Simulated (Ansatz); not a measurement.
# AlBrH₃NOSi: small, medium and large basis sets

The task here is to estimate one member of a computed series from the others.

The runs use Ansatz 0.2.0, Gaussian basis; one geometry, several basis sets.

The runs, in order: PBE0-D4/def2-SVP; ωB97M-V/def2-SVP; PBE0-D4/def2-QZVPP; ωB97M-V/def2-QZVPP; the functionals' def2-TZVPP values are taken from earlier runs.

### The geometry

All runs share one geometry, relaxed beforehand with PBE0-D4 in a triple-zeta def2 set.

SMILES `N[Si]1(Br)[O][AlH]1`, 8 atoms, charge 0, spin multiplicity 1.

Atoms are counted from 1 here; the program's logs count them from 0.

Bond lengths: N1–Si2 1.691 Å, N1–H6 1.006 Å, N1–H7 1.005 Å, Si2–Br3 2.233 Å, Si2–O4 1.659 Å, Si2–Al5 2.278 Å, O4–Al5 1.755 Å, Al5–H8 1.582 Å. Angles: Si2–N1–H6 122.7°, Si2–N1–H7 122.3°, H6–N1–H7 113.8°, N1–Si2–Br3 103.2°, N1–Si2–O4 115.8°, N1–Si2–Al5 133.6°, Br3–Si2–O4 115.0°, Br3–Si2–Al5 123.0°, O4–Si2–Al5 50.0°, Si2–O4–Al5 83.7°, Si2–Al5–O4 46.4°, Si2–Al5–H8 175.5°, O4–Al5–H8 129.2°.

Set-up of the first run:

Input file in.yaml:

```yaml
crystal:
  periodic: [false, false, false]
  atoms:
    - {symbol: N, position_ang: [-0.477810, 0.730436, 1.391545]}
    - {symbol: Si, position_ang: [0.376186, -0.084464, 0.180699]}
    - {symbol: Br, position_ang: [2.121282, -0.943785, 1.277097]}
    - {symbol: O, position_ang: [-0.499214, -1.176244, -0.711090]}
    - {symbol: Al, position_ang: [0.119014, -0.262989, -2.076154]}
    - {symbol: H, position_ang: [-1.327425, 1.237223, 1.209361]}
    - {symbol: H, position_ang: [-0.079185, 0.919451, 2.295018]}
    - {symbol: H, position_ang: [-0.140747, -0.476728, -3.622174]}
basis:
  gaussian: {orbitals: def2-SVP}
hamiltonian: {xc: pbe0, dispersion: d4}
output: {orbitals: {seedname: orbitals}}
```

Command:

```sh
ansatz run in.yaml --threads 4 --pin off --events-out ev --progress --plain --max-ram 10444MiB
```

Steps of the session up to this table: PBE0-D4 in def2-SVP; ωB97M-V in def2-SVP; PBE0-D4 in def2-QZVPP; ωB97M-V in def2-QZVPP.

One table of the session follows, with a row left open; its other results are not shown here.

```
functional       basis  HOMO (eV)  LUMO (eV)
   PBE0-D4    def2-SVP      -6.12      -1.44
   PBE0-D4  def2-TZVPP      -6.21      -1.58
   PBE0-D4  def2-QZVPP      -6.25      -1.64
   ωB97M-V    def2-SVP          ?          ?
   ωB97M-V  def2-TZVPP      -8.18       0.08
   ωB97M-V  def2-QZVPP      -8.22      -0.12
```

Estimate the missing values for ωB97M-V, def2-SVP.

**Answer.** HOMO (eV): -8.07; LUMO (eV): 0.31. In the column «HOMO (eV)» it lies between ωB97M-V, def2-TZVPP (-8.18) and PBE0-D4, def2-QZVPP (-6.25).
